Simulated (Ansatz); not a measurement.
# CH₈B₂Si₂: one species, many methods

How much do the methods differ for CH₈B₂Si₂? The plan is to run it at one geometry with functionals of several rungs and with coupled cluster. The yardstick is the atomisation energy at the CCSD(T) limit.

Method: functionals in def2-TZVPP, the program's frozen cores in correlated methods; program: Ansatz 0.2.0, Gaussian basis.

Levels to be run: PBE-D4, r2SCAN-D4, PBE0-D4, B3LYP-D4, ωB97X-V, ωB97M-V, B2PLYP; CCSD(T)/def2-TZVPP; MP2/def2-QZVPP; extrapolation to the limit.

**1. The relaxed structure**

All runs share one geometry, relaxed beforehand with PBE0-D4 in a triple-zeta def2 set.

13 atoms, charge 0, spin multiplicity 1.

Atoms are counted from 1 here; the program's logs count them from 0.

Bond lengths: B1–C2 1.558 Å, B1–B4 1.826 Å, B1–Si5 2.104 Å, B1–H6 1.354 Å, B1–H7 1.193 Å, C2–Si3 1.900 Å, C2–Si5 1.883 Å, C2–H8 1.084 Å, Si3–B4 2.046 Å, Si3–H9 1.489 Å, Si3–H10 1.487 Å, B4–Si5 2.080 Å, B4–H6 1.289 Å, B4–H11 1.190 Å, Si5–H12 1.485 Å, Si5–H13 1.486 Å. Angles: C2–B1–B4 95.0°, C2–B1–Si5 59.7°, C2–B1–H6 122.3°, C2–B1–H7 130.2°, B4–B1–Si5 63.5°, B4–B1–H6 44.8°, B4–B1–H7 134.0°, Si5–B1–H6 108.2°, Si5–B1–H7 127.6°, H6–B1–H7 102.7°, B1–C2–Si3 91.9°, B1–C2–Si5 74.7°, B1–C2–H8 125.4°, Si3–C2–Si5 87.4°, Si3–C2–H8 131.1°, Si5–C2–H8 128.9°, C2–Si3–B4 78.6°, C2–Si3–H9 116.6° and more.

**2. PBE-D4 (GGA)**

Input file in.yaml:

```yaml
crystal:
  periodic: [false, false, false]
  atoms:
    - {symbol: B, position_ang: [-1.189840, 0.435889, -0.032852]}
    - {symbol: C, position_ang: [-0.197791, 0.150089, -1.199472]}
    - {symbol: Si, position_ang: [0.476135, -1.398483, -0.330048]}
    - {symbol: B, position_ang: [-0.111460, -0.260800, 1.266116]}
    - {symbol: Si, position_ang: [0.780454, 1.168502, 0.045811]}
    - {symbol: H, position_ang: [-1.361312, -0.425070, 0.997381]}
    - {symbol: H, position_ang: [-2.202388, 1.067139, -0.019359]}
    - {symbol: H, position_ang: [-0.386274, 0.352913, -2.247146]}
    - {symbol: H, position_ang: [1.899029, -1.747855, -0.597122]}
    - {symbol: H, position_ang: [-0.372825, -2.591049, -0.593349]}
    - {symbol: H, position_ang: [-0.107297, -0.300027, 2.455665]}
    - {symbol: H, position_ang: [2.229525, 0.875549, 0.189679]}
    - {symbol: H, position_ang: [0.564346, 2.638305, 0.079694]}
basis:
  gaussian: {orbitals: def2-TZVPP}
hamiltonian: {xc: pbe, dispersion: d4}
output: {forces: true, orbitals: {seedname: orbitals}}
```

Run with:

```bash
ansatz run in.yaml --threads 4 --pin off --events-out ev --progress --plain --max-ram 10444MiB
```

The runs that follow: r2SCAN-D4 (meta-GGA); PBE0-D4 (hybrid); B3LYP-D4 (hybrid); ωB97X-V (range-separated); ωB97M-V (range-separated); B2PLYP (double hybrid); CCSD(T) in def2-TZVPP; MP2 in def2-QZVPP.

Q: Predict the results of all the runs planned. Wanted: atomisation energy, CCSD(T)/CBS; farthest; mean size of error, hybrid; mean size of error, range-separated; gap, smallest and largest; T1 diagnostic; triples share of the correlation energy.

The runs gave:

```
                               quantity                                 value
        atomisation energy, CCSD(T)/CBS                       1053.2 kcal/mol
functionals within 5.3 kcal/mol (0.5 %)                              B3LYP-D4
                               farthest               PBE-D4 (+19.1 kcal/mol)
             mean size of error, hybrid                          6.7 kcal/mol
    mean size of error, range-separated                          9.7 kcal/mol
              gap, smallest and largest  3.97 eV (PBE-D4), 10.19 eV (ωB97X-V)
                          T1 diagnostic                                0.0139
triples share of the correlation energy                                 4.6 %
```

What this shows: PBE-D4 is off by +19.1 kcal/mol. Double hybrids carry the basis error of their MP2 part in triple zeta, and no dispersion term here, so their miss is partly the set-up's. The reference freezes the cores and leaves out relativity and excitations past (T), so misses under about 5.3 kcal/mol can't be ranked. Hartree-Fock recovers 76 % of the binding; the rest is correlation. Orbital gaps span 4.0 to 10.2 eV; exact exchange widens them.
